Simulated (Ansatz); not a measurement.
## C2H4NOSb, SMILES C=N[C](=O)[SbH2]: vertical spin-state energies, step by step

With the Python package of Ansatz (0.2.0).

Interactive session:
```pycon
>>> import ansatz as az
>>> params = {
...     "basis": "def2-SVP",
...     "functional": "B3LYP",
... }
>>> geometry_ang = [
...     ("C", (1.175, 0.8563, 0.234)),
...     ("N", (0.7565, 0.478, -0.9478)),
...     ("C", (-0.3726, -0.4012, -1.2098)),
...     ("O", (-0.5192, -0.7268, -2.3853)),
...     ("Sb", (-1.5981, -1.2088, 0.3398)),
...     ("H", (1.9729, 1.5845, 0.3041)),
...     ("H", (0.6397, 0.6093, 1.1292)),
...     ("H", (-0.1825, -1.6266, 1.352)),
...     ("H", (-1.7832, 0.389, 1.1667)),
... ]
>>> geometry = az.Crystal.molecule()
>>> for symbol, xyz in geometry_ang:
...     geometry = geometry.atom(symbol, xyz)
...
>>> calculation = (
...     geometry.calculation()
...     .basis(gaussian=params["basis"])
...     .functional(params["functional"])
... )
>>> found = {}
>>> for unpaired in [0, 2]:
...     report = calculation.spin("collinear", total=unpaired).run().report
...     s = unpaired / 2
...     found[unpaired] = report["free_energy_ev"]
...     print(f"2S+1 = {unpaired + 1}: E = {found[unpaired]:.5f} eV, <S^2> = {abs(report['mean_field']['state']['spin_squared']):.3f} (pure state {s * (s + 1):.2f})")
...
2S+1 = 1: E = -12209.38448 eV, <S^2> = 0.000 (pure state 0.00)
2S+1 = 3: E = -12207.09176 eV, <S^2> = 2.017 (pure state 2.00)
>>> lowest = min(found, key=found.get)
>>> for unpaired, e in found.items():
...     print(f"multiplicity {unpaired + 1}: {(e - found[lowest]):.3f} eV above the lowest")
...
multiplicity 1: 0.000 eV above the lowest
multiplicity 3: 2.293 eV above the lowest
```

In order: multiplicity 1 (+0.00 eV) and multiplicity 3 (+2.29 eV), all at the one geometry.

Reading the output:
- Total energies depend on the basis set; only differences at equal settings carry meaning.
- The geometry is a force-field or estimated start, not a minimum of this method, and the basis set is short of its limit. All parts are taken at fixed geometry, without zero-point energy.
- def2 sets replace the cores of elements past krypton by effective core potentials.
- b3lyp holds the VWN-RPA fit, as in Gaussian; the form of ORCA and Turbomole is b3lyp5.
- Spin-orbit coupling, which mixes and shifts the spin states of heavy atoms, is left out.
- Hardware and time: 15 s on 1 thread of Arm Neoverse V2 (shared host), peak memory 0.36 GiB.
